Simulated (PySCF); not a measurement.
# Tin: the same states on changed settings

Aim: see what changed settings do to total energies and their difference. The change: 6 angular points, unsound on purpose. A sound run of the same states serves as the yardstick.

Program: PySCF 2.14.0. Level of theory: unrestricted determinants in a Gaussian basis, no spin-orbit coupling in the energies. These are calculated values, not measurements, unless marked.

## 1. Starting point

* Element: tin (Z = 50)
* Basis: def2-SVP with the def2 core potential (28 electrons) (4s4p2d, 26 functions)
* Hamiltonian: a scalar-relativistic core potential
* State 1: Sn: [Kr] 4d10 5s2 5p2, high-spin 3P determinant
* State 2: Sn⁺: [Kr] 4d10 5s2 5p1, 2P determinant
* Methods: TPSS, PBE0

The outer shells:

Sn [Kr] 4d10 5s2 5p2
```
[Kr] core
4d [↑↓][↑↓][↑↓][↑↓][↑↓]
5s [↑↓]
5p [↑ ][↑ ][  ]
```

Sn+ [Kr] 4d10 5s2 5p1
```
[Kr] core
4d [↑↓][↑↓][↑↓][↑↓][↑↓]
5s [↑↓]
5p [↑ ][  ][  ]
```

The sound run (def2-SVP with ECP28, a scalar-relativistic core potential, symmetry-adapted start, fine grid, valence correlation) gave:

```
species             method  energy (hartree)
     Sn                UHF        -213.33613
     Sn               TPSS        -214.15705
     Sn               PBE0        -214.25429
     Sn      MP2 (valence)        -213.37040
     Sn  CCSD(T) (valence)        -213.38486
    Sn⁺                UHF        -213.08429
    Sn⁺               TPSS        -213.89065
    Sn⁺               PBE0        -213.98563
    Sn⁺      MP2 (valence)        -213.11102
    Sn⁺  CCSD(T) (valence)        -213.12450
```

The runs were made by one driver on top of PySCF. The scripts below sum up each run's settings (the driver also hands on starting orbitals that pick excited configurations, and frozen orbitals as a list rather than a count), and the logs come from the driver's own runs. The driver starts from symmetry-adapted Hartree-Fock orbitals, holds the occupation by maximum overlap and uses a logarithmic radial grid for functionals, so a plain start would take other cycles.

The driver's launch:

```
> OMP_NUM_THREADS=1 python atomrun2.py TASK.json OUT
```

The integrals over 26 functions and the set-up took 0.05 s of CPU time.

The grid is set inside the driver, so the scripts do not show it: 6 angular points.

## 2. Changed run, Sn: the ladder of methods

#### TPSS

Input file input.py:

```python
from pyscf import gto, scf, dft, mp, cc
import basis_set_exchange as bse
txt = bse.get_basis("def2-SVP", elements=["Sn"], fmt="nwchem", header=False)
cut = txt.index("\nECP")
mol = gto.M(atom="Sn 0 0 0", charge=0, spin=2, symmetry="D2h",
            basis=gto.basis.parse(txt[:cut]),
            ecp={"Sn": gto.basis.parse_ecp(txt[cut:])})
mf = dft.UKS(mol, xc="TPSS")
mf.irrep_nelec = {'Ag': (4, 4), 'B1g': (1, 1), 'B2g': (1, 1), 'B3g': (1, 1), 'B1u': (2, 1), 'B2u': (2, 1), 'B3u': (1, 1)}
mf.kernel()
```

Log:

```text
damping factor = 0
level_shift factor = 0
DIIS = <class 'pyscf.scf.diis.CDIIS'>
diis_start_cycle = 1
diis_space = 10
diis_damp = 0
SCF conv_tol = 1e-09
SCF conv_tol_grad = None
number electrons alpha = 12  beta = 10
XC functionals = TPSS
    J. Tao, J. P. Perdew, V. N. Staroverov, and G. E. Scuseria.,  Phys. Rev. Lett. 91, 146401 (2003)
    J. P. Perdew, J. Tao, V. N. Staroverov, and G. E. Scuseria.,  J. Chem. Phys. 120, 6898 (2004)
    J. Tao, J. P. Perdew, V. N. Staroverov, and G. E. Scuseria.,  Phys. Rev. Lett. 91, 146401 (2003)
    J. P. Perdew, J. Tao, V. N. Staroverov, and G. E. Scuseria.,  J. Chem. Phys. 120, 6898 (2004)
cycle= 1 E= -214.323677677135  delta_E= -0.155  |g|= 1.24  |ddm|= 1.73
cycle= 2 E= -214.300746165702  delta_E= 0.0229  |g|=  1.1  |ddm|= 2.43
cycle= 3 E= -214.824472992874  delta_E= -0.524  |g|= 0.0526  |ddm|= 1.61
cycle= 4 E= -214.825561925243  delta_E= -0.00109  |g|= 0.00766  |ddm|= 0.0488
cycle= 5 E= -214.825728869024  delta_E= -0.000167  |g|= 0.00453  |ddm|= 0.0303
cycle= 6 E= -214.826078661879  delta_E= -0.00035  |g|= 0.00308  |ddm|= 0.11
cycle= 7 E= -214.826119910389  delta_E= -4.12e-05  |g|= 0.000465  |ddm|= 0.0584
cycle= 8 E= -214.826119555575  delta_E= 3.55e-07  |g|= 0.000482  |ddm|= 0.0188
cycle= 9 E= -214.826121565302  delta_E= -2.01e-06  |g|= 3.03e-05  |ddm|= 0.0106
cycle= 10 E= -214.826121573459  delta_E= -8.16e-09  |g|= 8.07e-06  |ddm|= 0.000539
cycle= 11 E= -214.826121574024  delta_E= -5.65e-10  |g|= 7.74e-06  |ddm|= 7.69e-05
converged SCF energy = -214.826121574024  <S^2> = 2.1557944  2S+1 = 3.1021247
```

Time after the integrals: 0.11 s (1 thread of Neoverse-N1, shared host).

Orbital energies by shell (radii are means over both spins):

```
shell  electrons  mean orbital energy (eV)  spread (eV)  rms radius (bohr)
 4s α          1                   -143.91            0              0.872
 4s β          1                   -143.81            0              0.872
 4p α          3                   -98.892        0.319              0.943
 4p β          3                   -98.795        0.636              0.943
 4d α          5                   -34.294       81.846               1.39
 4d β          5                   -34.192       81.895               1.39
 5s α          1                   -12.239            0               2.47
 5s β          1                   -10.638            0               2.47
 5p α          2                    -5.033        0.005               3.16
```

⟨S²⟩ = 2.156, ⟨L²⟩ = 9.48.

⟨L²⟩ = 9.48 against 2 for a pure P term, so this real determinant mixes terms. Energies and moments cover only the electrons outside the core potential. ⟨S²⟩ = 2.16 against 2.00 shows spin contamination.

#### PBE0

input.py differs from the last one in:

```diff
@@ -7,3 +7,3 @@
             ecp={"Sn": gto.basis.parse_ecp(txt[cut:])})
-mf = dft.UKS(mol, xc="TPSS")
+mf = dft.UKS(mol, xc="PBE0")
 mf.irrep_nelec = {'Ag': (4, 4), 'B1g': (1, 1), 'B2g': (1, 1), 'B3g': (1, 1), 'B1u': (2, 1), 'B2u': (2, 1), 'B3u': (1, 1)}
```

Log:

```text
damping factor = 0
level_shift factor = 0
DIIS = <class 'pyscf.scf.diis.CDIIS'>
diis_start_cycle = 1
diis_space = 10
diis_damp = 0
SCF conv_tol = 1e-09
SCF conv_tol_grad = None
number electrons alpha = 12  beta = 10
XC functionals = PBE0
    C. Adamo and V. Barone.,  J. Chem. Phys. 110, 6158 (1999)
    M. Ernzerhof and G. E. Scuseria.,  J. Chem. Phys. 110, 5029 (1999)
cycle= 1 E= -214.546428965771  delta_E= -0.285  |g|= 0.374  |ddm|= 0.962
cycle= 2 E= -214.559528384473  delta_E= -0.0131  |g|= 0.284  |ddm|= 0.724
cycle= 3 E= -214.588833362787  delta_E= -0.0293  |g|= 0.0118  |ddm|= 0.36
cycle= 4 E= -214.588908767498  delta_E= -7.54e-05  |g|= 0.00123  |ddm|= 0.018
cycle= 5 E= -214.588912354187  delta_E= -3.59e-06  |g|= 0.000218  |ddm|= 0.00546
cycle= 6 E= -214.588912500924  delta_E= -1.47e-07  |g|= 2.73e-05  |ddm|= 0.00124
cycle= 7 E= -214.588912502434  delta_E= -1.51e-09  |g|= 1.06e-05  |ddm|= 0.000126
cycle= 8 E= -214.588912502492  delta_E= -5.8e-11  |g|= 1.01e-07  |ddm|= 1.9e-05
converged SCF energy = -214.588912502492  <S^2> = 2.029168  2S+1 = 3.0193827
```

It took 0.08 s on 1 thread of Neoverse-N1, shared host, the integrals not counted.

⟨L²⟩ = 5.98 against 2 for a pure P term, so this real determinant mixes terms. Energies and moments cover only the electrons outside the core potential.

## 3. Changed run, Sn⁺: the ladder of methods

#### TPSS

Input file input.py:

```python
from pyscf import gto, scf, dft, mp, cc
import basis_set_exchange as bse
txt = bse.get_basis("def2-SVP", elements=["Sn"], fmt="nwchem", header=False)
cut = txt.index("\nECP")
mol = gto.M(atom="Sn 0 0 0", charge=1, spin=1, symmetry="D2h",
            basis=gto.basis.parse(txt[:cut]),
            ecp={"Sn": gto.basis.parse_ecp(txt[cut:])})
mf = dft.UKS(mol, xc="TPSS")
mf.irrep_nelec = {'Ag': (4, 4), 'B1g': (1, 1), 'B2g': (1, 1), 'B3g': (1, 1), 'B1u': (1, 1), 'B2u': (2, 1), 'B3u': (1, 1)}
mf.kernel()
```

Log:

```text
damping factor = 0
level_shift factor = 0
DIIS = <class 'pyscf.scf.diis.CDIIS'>
diis_start_cycle = 1
diis_space = 10
diis_damp = 0
SCF conv_tol = 1e-09
SCF conv_tol_grad = None
number electrons alpha = 11  beta = 10
XC functionals = TPSS
    J. Tao, J. P. Perdew, V. N. Staroverov, and G. E. Scuseria.,  Phys. Rev. Lett. 91, 146401 (2003)
    J. P. Perdew, J. Tao, V. N. Staroverov, and G. E. Scuseria.,  J. Chem. Phys. 120, 6898 (2004)
    J. Tao, J. P. Perdew, V. N. Staroverov, and G. E. Scuseria.,  Phys. Rev. Lett. 91, 146401 (2003)
    J. P. Perdew, J. Tao, V. N. Staroverov, and G. E. Scuseria.,  J. Chem. Phys. 120, 6898 (2004)
cycle= 1 E= -214.083859313291  delta_E= -0.18  |g|=  1.2  |ddm|= 1.75
cycle= 2 E= -214.138238626691  delta_E= -0.0544  |g|= 1.01  |ddm|= 2.12
cycle= 3 E= -214.560111020258  delta_E= -0.422  |g|= 0.0291  |ddm|= 1.31
cycle= 4 E= -214.560991400339  delta_E= -0.00088  |g|= 0.0116  |ddm|= 0.11
cycle= 5 E= -214.561134085285  delta_E= -0.000143  |g|= 0.00316  |ddm|= 0.0412
cycle= 6 E= -214.561139054337  delta_E= -4.97e-06  |g|= 0.000184  |ddm|= 0.00749
cycle= 7 E= -214.561139070394  delta_E= -1.61e-08  |g|= 1.31e-05  |ddm|= 0.000423
cycle= 8 E= -214.561139070651  delta_E= -2.57e-10  |g|= 5.06e-06  |ddm|= 4.01e-05
converged SCF energy = -214.561139070651  <S^2> = 0.98390319  2S+1 = 2.2216239
```

It took 0.09 s on 1 thread of Neoverse-N1, shared host, the integrals not counted.

Orbital energies by shell (radii are means over both spins):

```
shell  electrons  mean orbital energy (eV)  spread (eV)  rms radius (bohr)
 4s α          1                   -152.63            0              0.873
 4s β          1                   -152.59            0              0.873
 4p α          3                   -107.62        0.708              0.943
 4p β          3                   -107.59        1.088              0.943
 4d β          5                   -42.999       82.212               1.37
 4d α          5                   -42.983       81.809               1.37
 5s α          1                   -20.469            0               2.43
 5s β          1                   -18.667            0               2.43
 5p α          1                   -13.270            0               2.88
```

⟨S²⟩ = 0.984, ⟨L²⟩ = 9.57.

⟨L²⟩ = 9.57 against 2 for a pure P term, so this real determinant mixes terms. Energies and moments cover only the electrons outside the core potential. ⟨S²⟩ = 0.98 against 0.75 shows spin contamination.

#### PBE0

input.py differs from the last one in:

```diff
@@ -7,3 +7,3 @@
             ecp={"Sn": gto.basis.parse_ecp(txt[cut:])})
-mf = dft.UKS(mol, xc="TPSS")
+mf = dft.UKS(mol, xc="PBE0")
 mf.irrep_nelec = {'Ag': (4, 4), 'B1g': (1, 1), 'B2g': (1, 1), 'B3g': (1, 1), 'B1u': (1, 1), 'B2u': (2, 1), 'B3u': (1, 1)}
```

Log:

```text
damping factor = 0
level_shift factor = 0
DIIS = <class 'pyscf.scf.diis.CDIIS'>
diis_start_cycle = 1
diis_space = 10
diis_damp = 0
SCF conv_tol = 1e-09
SCF conv_tol_grad = None
number electrons alpha = 11  beta = 10
XC functionals = PBE0
    C. Adamo and V. Barone.,  J. Chem. Phys. 110, 6158 (1999)
    M. Ernzerhof and G. E. Scuseria.,  J. Chem. Phys. 110, 5029 (1999)
cycle= 1 E= -214.275523054728  delta_E= -0.282  |g|= 0.357  |ddm|= 0.948
cycle= 2 E= -214.293255975995  delta_E= -0.0177  |g|= 0.249  |ddm|= 0.651
cycle= 3 E= -214.314443449542  delta_E= -0.0212  |g|= 0.00865  |ddm|= 0.284
cycle= 4 E= -214.314557952182  delta_E= -0.000115  |g|= 0.00174  |ddm|= 0.0276
cycle= 5 E= -214.314569196012  delta_E= -1.12e-05  |g|= 0.000355  |ddm|= 0.012
cycle= 6 E= -214.314569270247  delta_E= -7.42e-08  |g|= 1.99e-05  |ddm|= 0.000762
cycle= 7 E= -214.314569270924  delta_E= -6.77e-10  |g|= 1.8e-06  |ddm|= 7.76e-05
converged SCF energy = -214.314569270924  <S^2> = 0.7961946  2S+1 = 2.0456731
```

It took 0.07 s on 1 thread of Neoverse-N1, shared host, the integrals not counted.

⟨L²⟩ = 5.84 against 2 for a pure P term, so this real determinant mixes terms. Energies and moments cover only the electrons outside the core potential.

## 4. Against the sound run

```
species  method  converged  energy less sound run (eV)
     Sn    TPSS        yes                    -18.2064
     Sn    PBE0        yes                     -9.1055
    Sn⁺    TPSS        yes                    -18.2448
    Sn⁺    PBE0        yes                     -8.9508
```

Ionisation energy of Sn:

```
method  sound run (eV)  changed run (eV)  shift (eV)
   UHF           6.853             6.853      +0.000
  TPSS           7.249             7.211      -0.038
  PBE0           7.311             7.465      +0.155
```

## 5. What came out

| quantity | value |
| --- | --- |
| change | 6 angular points |
| runs converged | 4 of 4 |
| largest shift of a converged total energy | 18.2 eV |
| largest shift of the ionisation energy | +0.155 eV (PBE0) |

What this shows: The ionisation energy moves by up to 0.15 eV, at PBE0. A coarse angular grid integrates products of high-l functions wrongly, so density functionals can shift, and the SCF can exploit the error; Hartree-Fock and MP2 need no grid. The setting is unsound on purpose, so these numbers are no properties of the atom.
